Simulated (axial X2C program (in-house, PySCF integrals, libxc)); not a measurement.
# WC⁺: from the state search to constants

What are the state, bond length, wavenumber and bond energy of WC⁺, and what does spin–orbit coupling change?

Method: all-electron X2C, W dyall-cv3z, C dyall-v3z; program: an in-house X2C program for linear molecules on PySCF integrals.

All values are calculated.

**1. Set-up**

Input file task.json:

```json
{"zs": [74, 6], "q": 1, "bas": ["dyall-cv3z", "dyall-v3z"], "levels": ["PBE0", "HF", "M06"], "cc": true, "r0": 1.87, "thr": -1.0, "nmax": 90, "npts": 10, "nst": 2, "ntry": 6}
```

Keys: zs atomic numbers; q charge; bas basis sets; levels methods (HF also brings MP2); cc coupled cluster on or off; r0 starting distance in Å; thr threshold in hartree for freezing inner shells (an s shell follows its p shell); nmax most natural virtual spinors; npts points asked for on the curve; nst determinants followed; ntry starts of the search.

On the command line:

```sh
> python so2c.py task.json out
```

Spin-free means the one-electron spin-free X2C Hamiltonian; two-component (2c) means X2C with spin–orbit coupling and atomic mean-field two-electron Coulomb and Gaunt terms. Basis: W dyall-cv3z contracted to [13s14p9d7f4g], C dyall-v3z contracted to [7s6p2d1f]; Gaussian nuclei, density fitting. Masses: W 183.951 u, C 12.000 u.

Notation: σ, π±, δ± give the projection m of an orbital's angular momentum (0, ±1, ±2), α and β its spin, Λ and M_S the sums; ω is the projection of a spinor's total angular momentum and Ω the sum. Logs are in hartree.

The results follow Hamiltonian by Hamiltonian and level by level.

**2. Which state to follow**

PBE0 moves the distance from 1.870 Å to 1.683 Å and compares determinants there.

Spin-free determinants:

```
ΔE (eV)             state                                    open shells
   0.00  M_S = 1/2, Λ = 2                      beyond closed shells: δ+α
   0.33  M_S = 3/2, Λ = 2              beyond closed shells: 2 × σα, δ+α
   0.45  M_S = 3/2, Λ = 0             beyond closed shells: σα, δ+α, δ-α
   0.56  M_S = 1/2, Λ = 0             beyond closed shells: σβ, δ+α, δ-α
   0.98  M_S = 1/2, Λ = 0                       beyond closed shells: σα
   1.10  M_S = 3/2, Λ = 1  beyond closed shells: π+α, π+β, π-α, δ+α, δ-α
   1.15  M_S = 1/2, Λ = 2              beyond closed shells: 2 × σα, δ+β
```

Two-component determinants:

```tsv
ΔE (eV)	state	open shells
0.00	Ω = 3/2	excess of +ω over −ω: ω = 3/2
0.33	Ω = 1/2	excess of +ω over −ω: 2 × ω = -1/2, ω = 3/2
0.54	Ω = 5/2	excess of +ω over −ω: ω = 5/2
0.72	Ω = 3/2	excess of +ω over −ω: ω = 1/2, ω = -3/2, ω = 5/2
0.82	Ω = 1/2	excess of +ω over −ω: ω = -1/2, ω = -3/2, ω = 5/2
0.87	Ω = 7/2	excess of +ω over −ω: 2 × ω = 1/2, ω = 5/2
1.12	Ω = 5/2	excess of +ω over −ω: 2 × ω = 1/2, ω = 3/2
```

**3. PBE0, spin-free**

State followed: M_S = 1/2, Λ = 2 (beyond closed shells: δ+α). The scan is laid around 1.683 Å, a first estimate of the minimum, and this SCF restarts from the orbitals of the search.

The SCF at the reference distance of 1.683 Å:

```text
spin-free X2C-1e  PBE0
basis functions 227  fitting functions 1148  grid points 5074
iter        total energy     max residual
   1     -16181.184019330     4.06e-05
   2     -16181.184019478     4.33e-05
   3     -16181.184019503     5.03e-05
   4     -16181.184019573     6.45e-06
   5     -16181.184019580     3.53e-06
   6     -16181.184019581     1.91e-06
converged
one-electron -22459.50580286  Coulomb 6472.35723515  exact exchange -82.08235680  xc functional -251.55777817  nuclear repulsion 139.60468309
```

Along the bond, energies from the lowest point:

```csv
R (Å),E (eV),μ (D),HOMO (eV),LUMO (eV),iterations
1.464,1.5478,-3.25,-13.27,-10.19,15
1.532,0.6426,-3.18,-13.39,-10.31,15
1.582,0.2519,-3.08,-13.48,-10.39,15
1.633,0.0512,-2.95,-13.56,-10.46,15
1.683,0.0000,-2.80,-13.55,-10.52,6
1.742,0.0840,-2.62,-13.50,-10.60,16
1.801,0.2789,-2.43,-13.48,-10.67,16
1.877,0.6284,-2.18,-13.47,-10.76,17
1.969,1.1256,-1.95,-13.49,-10.88,16
2.104,1.8807,-1.78,-13.41,-11.04,14
```

Dipoles are positive if C is the positive end and refer to the centre of mass.

Outer orbitals at the reference distance:

| symmetry | occupied | ε (eV) | atomic character |
| --- | --- | --- | --- |
| σβ | yes | -22.16 | 55% C s, 21% W d, 10% W s |
| σα | yes | -20.84 | 49% C s, 26% W d, 11% W s |
| σβ | yes | -14.54 | 56% C p, 27% W d, 6% C s |
| π+α | yes | -14.51 | 64% W d, 31% C p, 3% C d |
| π-α | yes | -14.42 | 63% W d, 32% C p, 2% C d |
| π-β | yes | -14.38 | 49% W d, 44% C p |
| π+β | yes | -14.38 | 49% W d, 44% C p |
| δ+α | yes | -13.63 | 99% W d |
| σα | yes | -13.55 | 48% W d, 34% W s, 8% C p |
| δ-α | no | -10.52 | 99% W d |
| σα | no | -10.10 | 37% C p, 24% W s, 23% W p |
| σβ | no | -9.47 | 61% W s, 20% W d, 10% C p |
| δ+β | no | -8.83 | 99% W d |

PBE0 fields in the half plane through the axis: z from -2.4 to 3.9 Å across, distance from the axis 0.15 to 2.25 Å upwards; W lies at z = 0 and C at z = 1.683 Å; the ELF is damped to zero where the density is low.

log10 density (e/bohr³). Ten even steps from '0' (-5.32 ) to '9' (1.80 ):
```
0111222333332222211100
0112233333333333222110
1122334444444433332210
1223344454444444433211
1233445555555555443321
2234456666666655544321
2234566787666666554322
2334567898766776654332
```

ELF. Ten even steps from ' ' (0.00 ) to '@' (0.92 ):
```
                ......                      
          ......::::::::::::::..            
          ..::::::::::--==++==--::..        
          ..::::::::--==**##****++--..      
        ....::----::::++%%%%%%%%##**==..    
        ..::==++**++--++%%@@@@@@@@%%##==    
        ::==**++--++++++%%**==@@@@@@%%**..  
      ..::++**++::++++++##::%%++@@@@@@##::  
```

Re = 1.678 Å, ωe = 1059 cm⁻¹, ωexe = 6.63 cm⁻¹, Be = 0.5316 cm⁻¹, De = 4.75 eV, μ = -2.82 D. ⟨S²⟩ = 1.50 against 0.75 for a pure state, so this determinant mixes spins.

**4. HF, spin-free**

The SCF at the reference distance of 1.683 Å:

```text
spin-free X2C-1e  HF
basis functions 227  fitting functions 1148  grid points 5074
iter        total energy     max residual
   1     -16175.873311804     1.00e+00
   2     -16175.919198685     2.04e-02
   3     -16175.922442779     2.18e-02
   4     -16175.925594671     8.16e-03
   5     -16175.927874406     9.03e-03
   6     -16175.929495143     7.44e-03
   7     -16175.932945754     6.42e-03
   8     -16175.938539941     3.72e-03
   9     -16175.939567411     1.83e-03
  10     -16175.939699977     4.08e-04
  11     -16175.939714698     2.19e-04
  12     -16175.939719442     1.39e-04
  13     -16175.939721064     1.01e-04
  14     -16175.939721789     3.89e-05
  15     -16175.939721962     2.21e-05
  16     -16175.939721986     1.12e-05
  17     -16175.939721992     5.20e-06
  18     -16175.939721993     9.87e-07
converged
one-electron -22461.12461364  Coulomb 6474.24599820  exact exchange -328.66578965  xc functional 0.00000000  nuclear repulsion 139.60468309
```

Re = 1.873 Å, ωe = 693 cm⁻¹, Be = 0.4267 cm⁻¹, De = 1.40 eV, μ = -2.64 D. ⟨S²⟩ = 3.06 against 0.75 for a pure state, so this determinant mixes spins.

**5. M06, spin-free**

Output at 1.683 Å:

```text
spin-free X2C-1e  M06
basis functions 227  fitting functions 1148  grid points 5074
iter        total energy     max residual
   1     -16181.691446515     5.43e-01
   2     -16181.698690362     1.49e-02
   3     -16181.673652901     4.87e-02
   4     -16181.701057054     5.61e-03
   5     -16181.701373774     1.59e-03
   6     -16181.701449899     6.24e-04
   7     -16181.701485907     3.72e-04
   8     -16181.701542713     4.37e-04
   9     -16181.701565505     1.23e-04
  10     -16181.701568219     9.35e-05
  11     -16181.701568655     3.35e-05
  12     -16181.701568715     7.90e-06
  13     -16181.701568721     1.13e-06
  14     -16181.701568722     1.10e-06
converged
one-electron -22459.33017673  Coulomb 6472.20658252  exact exchange -88.65606011  xc functional -245.52659750  nuclear repulsion 139.60468309
```

No constants are quoted: the points don't follow one smooth fit.

**6. MP2 and beyond, spin-free**

Correlated methods: 9 electrons correlated (frozen shells, counted by type: W 5 s, 4 p, 2 d, 1 f; C 1 s), 291 virtual spinors in MP2, 90 natural virtuals in coupled cluster.

Output of the correlated part at 1.683 Å:

```text
correlated 9  virtual 291  natural virtual 90  E(MP2) -0.223677933  MP2 remainder -0.007771706
iter   CCSD correlation   residual
   1     -0.215483498   1.61e-01
   2     -0.227409409   9.96e-02
   3     -0.243163937   6.97e-02
   4     -0.248195111   3.21e-02
   5     -0.250329476   1.72e-02
   6     -0.250851062   1.12e-02
   7     -0.251073475   7.43e-03
   8     -0.251225703   4.25e-03
   9     -0.251183321   2.18e-03
  10     -0.251261017   1.04e-03
  11     -0.251257406   5.30e-04
  12     -0.251275454   2.54e-04
  13     -0.251274352   1.33e-04
  14     -0.251272822   7.90e-05
  15     -0.251271455   4.72e-05
  16     -0.251270399   2.60e-05
  17     -0.251269621   1.43e-05
  18     -0.251269599   7.44e-06
  19     -0.251269372   3.82e-06
  20     -0.251269396   2.20e-06
  21     -0.251269329   1.28e-06
  22     -0.251269297   6.31e-07
  23     -0.251269270   3.78e-07
  24     -0.251269253   1.96e-07
(T) -0.016013052  T1 0.1422  D1 0.2173  max T2 0.076
```

T1 in the output is the amplitude norm over the root of the electron number; divide by √2 for the Lee–Taylor value.

MP2: No constants are quoted: the reference is strongly spin-contaminated.

CCSD: Re = 1.669 Å, ωe = 1070 cm⁻¹, ωexe = 8.61 cm⁻¹, Be = 0.5374 cm⁻¹, De = 4.16 eV. T1 at Re = 0.099 (Lee–Taylor, the printed value over √2).

CCSD(T): Re = 1.666 Å, ωe = 1099 cm⁻¹, ωexe = 7.76 cm⁻¹, Be = 0.5392 cm⁻¹, De = 4.52 eV. T1 at Re = 0.099 (Lee–Taylor, the printed value over √2).

**7. A higher determinant, spin-free**

State: M_S = 3/2, Λ = 2 (beyond closed shells: 2 × σα, δ+α).

Output at the reference distance:

```text
spin-free X2C-1e  PBE0
basis functions 227  fitting functions 1148  grid points 5074
iter        total energy     max residual
   1     -16181.171859661     5.40e-06
   2     -16181.171859661     1.25e-05
converged
one-electron -22457.32858146  Coulomb 6470.14884268  exact exchange -82.07261841  xc functional -251.52418557  nuclear repulsion 139.60468309
```

```csv
R (Å),E above the lowest PBE0 point (eV)
1.464,2.683
1.532,1.442
1.582,0.854
1.633,0.499
1.683,0.331
1.742,0.320
1.801,0.459
1.877,0.789
1.969,1.305
```

Re = 1.716 Å, ωe = 1093 cm⁻¹, Be = 0.5085 cm⁻¹, μ = -1.69 D. Te = 0.30 eV.

**8. The spin-free curves together**

Energy (eV) of the followed determinant, spin-free, from each level's lowest point:

```csv
R (Å),PBE0,HF,MP2 (spin-contaminated),CCSD,CCSD(T),M06
1.464,1.548,2.537,0.818,n/a,n/a,1.310
1.532,0.643,1.580,0.098,0.589,0.584,0.477
1.582,0.252,1.081,0.000,0.209,0.202,0.150
1.633,0.051,0.705,0.128,0.030,0.024,0.010
1.683,0.000,0.422,0.327,0.000,0.000,0.000
1.742,0.084,0.191,0.570,0.104,0.117,0.104
1.801,0.279,0.055,0.807,0.306,0.336,0.302
1.877,0.628,0.000,1.111,0.645,0.702,0.648
1.969,1.126,0.084,1.500,n/a,n/a,1.140
2.104,1.881,0.423,2.114,n/a,n/a,1.887
```

**9. PBE0, 2c**

State followed: Ω = 3/2 (excess of +ω over −ω: ω = 3/2). The scan is laid around 1.683 Å, a first estimate of the minimum, and this SCF restarts from the orbitals of the search.

The SCF at the reference distance of 1.683 Å:

```text
two-component X2C + atomic mean field  PBE0
basis functions 227  fitting functions 1148  grid points 5074
iter        total energy     max residual
   1     -16179.934663151     1.28e-05
   2     -16179.934663158     1.50e-05
   3     -16179.934663159     1.29e-05
converged
one-electron -22441.76556145  Coulomb 6469.80693415  exact exchange -82.05464688  xc functional -251.51758900  nuclear repulsion 139.60468309  atomic mean-field constant -14.00848307
```

Along the bond, energies from the lowest point:

```csv
R (Å),E (eV),μ (D),HOMO (eV),LUMO (eV),iterations
1.464,1.5459,-3.26,-13.51,-9.91,15
1.532,0.6435,-3.19,-13.63,-10.02,15
1.582,0.2538,-3.09,-13.64,-10.10,15
1.633,0.0529,-2.96,-13.55,-10.17,15
1.683,0.0000,-2.82,-13.49,-10.23,3
1.742,0.0799,-2.63,-13.43,-10.30,17
1.801,0.2684,-2.44,-13.40,-10.36,17
1.877,0.6072,-2.20,-13.38,-10.45,18
1.969,1.0903,-1.96,-13.38,-10.55,17
2.104,1.8259,-1.78,-13.32,-10.69,17
```

Dipoles are positive if C is the positive end and refer to the centre of mass.

Outer spinors at the reference distance:

| ω | occupied | ε (eV) | atomic character | λ mixture |
| --- | --- | --- | --- | --- |
| 1/2 | yes | -22.15 | 55% C s, 21% W d, 10% W s | 100% σ |
| -1/2 | yes | -20.81 | 48% C s, 26% W d, 11% W s | 100% σ |
| 1/2 | yes | -14.74 | 51% W d, 39% C p, 3% C s | 59% π, 41% σ |
| -1/2 | yes | -14.48 | 50% W d, 42% C p | 96% π, 4% σ |
| 3/2 | yes | -14.39 | 57% W d, 37% C p | 84% π, 16% δ |
| 1/2 | yes | -14.38 | 47% C p, 41% W d, 4% W p | 59% σ, 41% π |
| -3/2 | yes | -14.32 | 63% W d, 32% C p, 2% C d | 99% π, 1% δ |
| 3/2 | yes | -13.81 | 90% W d, 8% C p | 84% δ, 16% π |
| -1/2 | yes | -13.49 | 47% W d, 33% W s, 10% C p | 96% σ, 4% π |
| -5/2 | no | -10.23 | 99% W d | 100% δ |
| -1/2 | no | -10.08 | 37% C p, 25% W s, 24% W p | 100% σ |
| 1/2 | no | -9.46 | 61% W s, 20% W d, 10% C p | 100% σ |
| -3/2 | no | -9.07 | 97% W d | 98% δ, 2% π |

PBE0 fields in the half plane through the axis: z from -2.4 to 3.9 Å across, distance from the axis 0.15 to 2.25 Å upwards; W lies at z = 0 and C at z = 1.683 Å; the ELF is damped to zero where the density is low.

log10 density (e/bohr³). Ten even steps from '0' (-5.31 ) to '9' (1.80 ):
```
0111222333332222211100
0112233333333333222110
1122334444444433332210
1223344454444444433211
1233445555555555443321
2234456666666655544321
2234566787666666554322
2334567898766776654332
```

ELF. Ten even steps from '0' (0.00 ) to '9' (0.92 ):
```
0000000011110000000000
0000011122222221000000
0000012222234543210000
0000012222346766531000
0000112332258888764100
0000124565358999987400
0000246535558649998610
0001256525557285999720
```

Re = 1.679 Å, ωe = 1049 cm⁻¹, ωexe = 6.88 cm⁻¹, Be = 0.5309 cm⁻¹, De = 4.80 eV, μ = -2.83 D.

**10. HF, 2c**

Output at 1.683 Å:

```text
two-component X2C + atomic mean field  HF
basis functions 227  fitting functions 1148  grid points 5074
iter        total energy     max residual
   1     -16174.581014816     9.96e-01
   2     -16174.627318889     2.02e-02
   3     -16174.630718734     2.18e-02
   4     -16174.633927268     8.35e-03
   5     -16174.636310788     8.99e-03
   6     -16174.638051751     7.64e-03
   7     -16174.641718632     6.40e-03
   8     -16174.647077783     3.28e-03
   9     -16174.647842354     1.95e-03
  10     -16174.647992672     3.48e-04
  11     -16174.648008983     1.97e-04
  12     -16174.648015327     1.47e-04
  13     -16174.648017674     1.09e-04
  14     -16174.648018784     3.56e-05
  15     -16174.648018972     2.26e-05
  16     -16174.648019019     1.53e-05
  17     -16174.648019039     9.64e-06
  18     -16174.648019049     6.31e-06
  19     -16174.648019053     3.76e-06
  20     -16174.648019055     2.20e-06
  21     -16174.648019056     1.75e-06
converged
one-electron -22443.40110558  Coulomb 6471.71141181  exact exchange -328.55452530  xc functional 0.00000000  nuclear repulsion 139.60468309  atomic mean-field constant -14.00848307
```

No constants are quoted: too few points lie around the minimum for a second fit to confirm the first.

**11. M06, 2c**

Output at 1.683 Å:

```text
two-component X2C + atomic mean field  M06
basis functions 227  fitting functions 1148  grid points 5074
iter        total energy     max residual
   1     -16180.405466794     5.61e-01
   2     -16180.413091893     1.49e-02
   3     -16180.388182084     4.85e-02
   4     -16180.415472688     5.62e-03
   5     -16180.415795750     1.57e-03
   6     -16180.415875166     6.00e-04
   7     -16180.415913053     3.60e-04
   8     -16180.415972532     4.26e-04
   9     -16180.415995918     1.15e-04
  10     -16180.415998840     1.08e-04
  11     -16180.415999331     2.85e-05
  12     -16180.415999426     1.14e-05
  13     -16180.415999439     2.05e-06
  14     -16180.415999440     1.32e-06
converged
one-electron -22441.58062034  Coulomb 6469.64703390  exact exchange -88.62619494  xc functional -245.45241807  nuclear repulsion 139.60468309  atomic mean-field constant -14.00848307
```

Re = 1.664 Å, ωe = 986 cm⁻¹, Be = 0.5404 cm⁻¹, De = 5.24 eV, μ = -3.10 D.

**12. MP2 and beyond, 2c**

Correlated methods: 9 electrons correlated (frozen shells, counted by type: W 5 s, 4 p, 2 d, 1 f; C 1 s), 291 virtual spinors in MP2, 90 natural virtuals in coupled cluster.

Output of the correlated part at 1.683 Å:

```text
correlated 9  virtual 291  natural virtual 90  E(MP2) -0.222506306  MP2 remainder -0.007874075
iter   CCSD correlation   residual
   1     -0.214672435   1.59e-01
   2     -0.226471250   9.86e-02
   3     -0.241961144   6.90e-02
   4     -0.246970328   3.17e-02
   5     -0.249011670   1.66e-02
   6     -0.249492833   1.07e-02
   7     -0.249693317   6.97e-03
   8     -0.249822557   3.98e-03
   9     -0.249783064   2.09e-03
  10     -0.249853848   1.02e-03
  11     -0.249848777   5.26e-04
  12     -0.249866124   2.70e-04
  13     -0.249864722   1.54e-04
  14     -0.249863184   9.39e-05
  15     -0.249862034   5.72e-05
  16     -0.249861064   3.22e-05
  17     -0.249860396   1.89e-05
  18     -0.249860462   1.09e-05
  19     -0.249860193   6.17e-06
  20     -0.249860287   3.56e-06
  21     -0.249860218   2.06e-06
  22     -0.249860194   1.06e-06
  23     -0.249860182   5.89e-07
(T) -0.015864933  T1 0.1400  D1 0.2105  max T2 0.074
```

MP2: No constants are quoted: the reference is strongly spin-contaminated.

CCSD: Re = 1.671 Å, ωe = 1048 cm⁻¹, ωexe = 9.16 cm⁻¹, Be = 0.536 cm⁻¹, De = 4.11 eV. T1 at Re = 0.098 (Lee–Taylor, the printed value over √2).

CCSD(T): Re = 1.668 Å, ωe = 1079 cm⁻¹, ωexe = 8.56 cm⁻¹, Be = 0.538 cm⁻¹, De = 4.47 eV. T1 at Re = 0.098 (Lee–Taylor, the printed value over √2).

**13. A higher determinant, 2c**

State: Ω = 1/2 (excess of +ω over −ω: 2 × ω = -1/2, ω = 3/2).

Output at the reference distance:

```text
two-component X2C + atomic mean field  PBE0
basis functions 227  fitting functions 1148  grid points 5074
iter        total energy     max residual
   1     -16179.922634599     1.90e-05
   2     -16179.922634616     1.87e-05
   3     -16179.922634620     2.08e-05
   4     -16179.922634629     8.64e-06
   5     -16179.922634632     2.40e-06
   6     -16179.922634633     8.69e-07
converged
one-electron -22439.57597385  Coulomb 6467.58539967  exact exchange -82.04476131  xc functional -251.48349917  nuclear repulsion 139.60468309  atomic mean-field constant -14.00848307
```

```csv
R (Å),E above the lowest PBE0 point (eV)
1.464,2.673
1.532,1.436
1.582,0.850
1.633,0.496
1.683,0.327
1.742,0.314
1.801,0.449
1.877,0.768
1.969,1.269
```

Re = 1.716 Å, ωe = 1084 cm⁻¹, ωexe = 5.42 cm⁻¹, Be = 0.508 cm⁻¹, μ = -1.71 D. Te = 0.30 eV.

**14. The 2c curves together**

Energy (eV) of the followed determinant, 2c, from each level's lowest point:

```csv
R (Å),PBE0,HF,MP2 (spin-contaminated),CCSD,CCSD(T),M06
1.464,1.546,2.571,0.805,n/a,n/a,1.317
1.532,0.644,1.610,0.098,0.594,0.588,0.486
1.582,0.254,1.107,0.000,0.215,0.207,0.158
1.633,0.053,0.726,0.119,0.034,0.028,0.015
1.683,0.000,0.438,0.306,0.000,0.000,0.000
1.742,0.080,0.202,0.535,0.095,0.108,0.097
1.801,0.268,0.061,0.759,0.283,0.314,0.286
1.877,0.607,0.000,1.049,0.604,0.661,0.614
1.969,1.090,0.077,1.421,n/a,n/a,1.052
2.104,1.826,0.406,2.013,n/a,n/a,1.732
```

Time for the job: 7.6 min (1 thread of Intel Xeon Platinum 8488C (Sapphire Rapids), shared host); peak memory 0.66 GiB.

**15. Constants**

Lowest determinant that the search found at its distance, spin-free: M_S = 1/2, Λ = 2 (beyond closed shells: δ+α).

Lowest determinant that the search found at its distance, 2c: Ω = 3/2 (excess of +ω over −ω: ω = 3/2).

```csv
Hamiltonian,level,Re (Å),ωe (cm⁻¹),De (eV),μ (D)
spin-free,PBE0,1.678,1059,4.75,-2.82
spin-free,HF,1.873,693,1.40,-2.64
spin-free,CCSD,1.669,1070,4.16,n/a
spin-free,CCSD(T),1.666,1099,4.52,n/a
2c,PBE0,1.679,1049,4.80,-2.83
2c,CCSD,1.671,1048,4.11,n/a
2c,CCSD(T),1.668,1079,4.47,n/a
2c,M06,1.664,986,5.24,-3.10
```

Dipoles are positive if C is the positive end and refer to the centre of mass. No constants: spin-free MP2 (the reference is strongly spin-contaminated); spin-free M06 (the points don't follow one smooth fit); 2c HF (too few points lie around the minimum for a second fit to confirm the first); 2c MP2 (the reference is strongly spin-contaminated). Spin-free ⟨S²⟩ is off its pure value at PBE0 1.50, HF 3.06.

Time per point (s) on 1 thread of Intel Xeon Platinum 8488C (Sapphire Rapids), shared host (2c runs; CCSD comes with the CCSD(T) run); the times are rough: PBE0 2.1, CCSD(T) 11, M06 3.2.

At CCSD(T), going from spin-free to two-component changes Re by +2 mÅ, ωe by -1.8 %; the spin-free picture holds up (part of it comes from the scalar share of the two-electron terms). De moves by -0.05 eV; both De rest on single-determinant atoms, which can miss part of an open shell's spin–orbit lowering.

De refers to W+ + C, each in the lowest determinant found, which need not be this curve's own limit. The state is a single determinant with fixed occupations, the lowest that a limited PBE0 search found. Dissociation energies refer to the lowest single-determinant-based atoms at the same level and basis. Density functionals use the spin component along the axis (collinear). CCSD and (T) use frozen natural virtuals with an MP2 correction for the truncation. The meta-GGAs lack a current-density term, which matters for open shells with orbital currents, atoms included. The spin-free determinant is spin-contaminated at some levels. With the outer-core shells frozen, correlated bond lengths of heavy atoms tend to come out a few hundredths of an ångström too long. T1 at Re is 0.099 (Lee–Taylor), above the customary mark of 0.02.
